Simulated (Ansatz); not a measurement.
# CH6FGe2N: the cost of one run

All numbers below are computed with Ansatz 0.2.0 (RKS PBE0/def2-SVP).

## 1. The system as given

Bond lengths: N1–C2 1.450 Å, C2–F3 1.414 Å, C2–Ge4 1.901 Å, C2–Ge5 1.923 Å, Ge4–Ge5 2.447 Å, N1–H6 0.988 Å, N1–H7 1.072 Å, Ge4–H8 1.571 Å, Ge4–H9 1.548 Å, Ge5–H10 1.561 Å, Ge5–H11 1.521 Å. Angles (14 of 21 angles, heavy atoms first): N1–C2–F3 116.8°, N1–C2–Ge4 111.9°, N1–C2–Ge5 112.0°, F3–C2–Ge4 116.8°, F3–C2–Ge5 114.1°, Ge4–C2–Ge5 79.6°, C2–Ge4–Ge5 50.6°, C2–Ge5–Ge4 49.8°, C2–N1–H6 115.2°, C2–N1–H7 106.9°, C2–Ge4–H8 113.5°, C2–Ge4–H9 118.8°, Ge5–Ge4–H8 109.6°, Ge5–Ge4–H9 115.4°.

Coordinates:

```xyz
11

N     0.0945    1.6578    0.2857
C    -0.4940    0.4706   -0.3023
F    -1.6991    0.6457   -1.0212
Ge   -0.4046   -1.0216    0.8721
Ge    0.8131   -0.6085   -1.2104
H     0.9108    1.5025    0.8198
H    -0.6332    2.0663    0.9585
H    -1.5348   -2.0841    0.6210
H     0.4357   -0.9017    2.1672
H     2.2972   -0.3011   -0.8353
H     0.2798   -1.4830   -2.3346
```

## 2. End point A

Input file input.yaml:

```yaml
crystal:
  periodic: [false, false, false]
  atoms:
    - { symbol: "N", position_ang: [0.0945, 1.6578, 0.2857] }
    - { symbol: C, position_ang: [-0.494, 0.4706, -0.3023] }
    - { symbol: F, position_ang: [-1.6991, 0.6457, -1.0212] }
    - { symbol: Ge, position_ang: [-0.4046, -1.0216, 0.8721] }
    - { symbol: Ge, position_ang: [0.8131, -0.6085, -1.2104] }
    - { symbol: H, position_ang: [0.9108, 1.5025, 0.8198] }
    - { symbol: H, position_ang: [-0.6332, 2.0663, 0.9585] }
    - { symbol: H, position_ang: [-1.5348, -2.0841, 0.621] }
    - { symbol: H, position_ang: [0.4357, -0.9017, 2.1672] }
    - { symbol: H, position_ang: [2.2972, -0.3011, -0.8353] }
    - { symbol: H, position_ang: [0.2798, -1.483, -2.3346] }
basis:
  gaussian: { orbitals: def2-SVP }
hamiltonian:
  xc: pbe0
relax:
  f_tol: 0.015
  max_steps: 40
output:
  orbitals: {}
```

The run is started by

```console
$ ansatz run input.yaml --threads 2 --pin off --max-ram 3072MiB --backend cpu --events-out ev --progress --plain --runs-dir out
```

**Question.** How long does this run take on 2 threads of Intel Xeon 6975P-C (Granite Rapids), shared host, and how much memory does it need?

About 57 s, with a peak of 0.42 GiB.
